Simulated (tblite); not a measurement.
# C7H5F4P: the cost of one run

Programs: tblite 0.8.0 and PySCF 2.14.0, with density-fitted response routines of our own. Each step states its level of theory. These are calculated values for one molecule in the gas phase, unless marked as measured. Atoms are numbered from 0 throughout.

**1. Starting geometry**

17 atoms, charge 0, multiplicity 1; geometry from: force field or distance geometry start.

Bonds of the start (Å): F0–C1 1.36, C1–F2 1.38, C1–C3 1.35, C3–F4 1.36, C3–P5 1.81, P5–C6 1.86, C6–C7 1.32, C7–C8 1.49, C8–F9 1.38, C8–C10 1.48, C10–C11 1.33, C11–P5 1.86, C6–H12 1.09, C7–H13 1.09, C8–H14 1.14, C10–H15 1.08, C11–H16 1.08.

**2. Optimising the geometry with GFN2-xTB**

What the job is given:

```
{"job": {"kind": "relax", "xc": "GFN2-xTB", "basis": "xTB"}, "charge": 0, "multiplicity": 1}
F      2.611400     0.243700    -1.936600
C      3.125800    -0.134600    -0.733000
F      4.417300    -0.607800    -0.628400
C      2.379700    -0.051100     0.383700
F      2.884200    -0.433900     1.587700
P      0.676400     0.553000     0.306500
C     -0.257600     0.301100     1.893400
C     -1.574400     0.252900     1.757700
C     -2.283500     0.378500     0.457300
F     -3.646700     0.178800     0.561000
C     -1.672600    -0.331200    -0.685800
C     -0.366800    -0.376900    -0.926200
H      0.246200     0.202200     2.854500
H     -2.146900     0.097200     2.670800
H     -2.171500     1.489400     0.208100
H     -2.313000    -0.858200    -1.371400
H      0.084900    -0.890900    -1.759700
```

The run is started by

```
> OMP_NUM_THREADS=1 python probes_run.py task.json out
```

The driver reads the jobs from task.json and runs them one after another.

Q: Estimate the wall time of this first job on 1 thread of Arm Neoverse N1, shared host.

About 1 s.
